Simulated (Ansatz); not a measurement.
**BiRu: how well frozen cores do**

The same cell of BiRu is computed with LAPW, all electrons, PAW with frozen cores and all-electron PAW on datasets made for the crystal, to set the results side by side. The cell is first relaxed from a guess with PAW; it needn't be the stable phase of this composition.

Program: Ansatz 0.2.0. Level of theory: DFT PBE, scalar-relativistic. These are calculated values, not measurements.

**1. The structure to begin with**

Symmetry: Fm-3m, No. 225, cubic system. Conventional cell: a = 5.684 Å, b = 5.684 Å, c = 5.684 Å, α = 90.00°, β = 90.00°, γ = 90.00°. Around Ru (site symmetry m-3m) lie 6 Bi at 2.84 Å. Bi (site symmetry m-3m) has 6 Ru at 2.84 Å as nearest neighbours.

Coordinates:

```cif
data_structure
_symmetry_space_group_name_H-M 'P 1'
_symmetry_Int_Tables_number 1
_cell_length_a 4.0189
_cell_length_b 4.0189
_cell_length_c 4.0189
_cell_angle_alpha 60.000
_cell_angle_beta 60.000
_cell_angle_gamma 60.000
_cell_volume 45.90
loop_
_atom_site_label
_atom_site_type_symbol
_atom_site_fract_x
_atom_site_fract_y
_atom_site_fract_z
_atom_site_occupancy
Ru1 Ru 0.00000 0.00000 0.00000 1
Bi1 Bi 0.50000 0.50000 0.50000 1
```

Atoms are numbered in the order of the input: Ru1, Bi2.

**2. Relaxing the guess with PAW**

The input, input.yaml:

```yaml
crystal:
  lattice:
    - [0.0, 2.8418062605, 2.8418062605]
    - [2.8418062605, 0.0, 2.8418062605]
    - [2.8418062605, 2.8418062605, 0.0]
  atoms:
    - { symbol: Ru, position: [0.0, 0.0, 0.0] }
    - { symbol: Bi, position: [0.5, 0.5, 0.5] }
kpoints:
  mp_grid: { grid: [10, 10, 10] }
scf:
  occupations: { method: fermi_dirac, width: 0.05 }
hamiltonian:
  xc: pbe
  pseudopotentials: { kind: paw }
output:
  forces: true
  stress: true
relax:
  f_tol: 0.005
  max_steps: 80
  cell: {}
```

On the command line:

```sh
$ ansatz run input.yaml --threads 1 --pin off --max-ram 2048MiB --backend cpu --events-out ev --progress --plain --runs-dir out
```

The runs that follow: LAPW, all electrons; PAW with frozen cores; All-electron PAW on datasets made for the crystal.

What does the calculation give? Wanted: pressure; gap; Bader charges.

**Answer**, as computed:

| quantity | value |
| --- | --- |
| pressure | LAPW 0.03, PAW 0.02, crystal datasets 0.03 GPa |
| gap (LAPW) | none |
| Bader charges (PAW) | Ru1 -0.29, Bi2 +0.29 e |

The pressure is within half a GPa of zero, so the volume is close to equilibrium at this level. With 79 electrons in the bands of a cell, and no spin, a band must be partly filled: it is a metal at this level. Within 0.3 eV of the Fermi level the largest projected share is Ru 4d (74 %). The projection holds only the free atom's occupied shells (Ru 5s, Ru 4d, Bi 6s, Bi 6p in this range). PAW lies less than 0.01 GPa from LAPW in pressure. LAPW took about 2.6 times as long as PAW (38 s against 14 s, on a shared host and with the outputs that each input asks for). Spin-orbit coupling is left out, though the cell holds Bi; in elements this heavy it can shift bands and gaps by tenths of an eV.
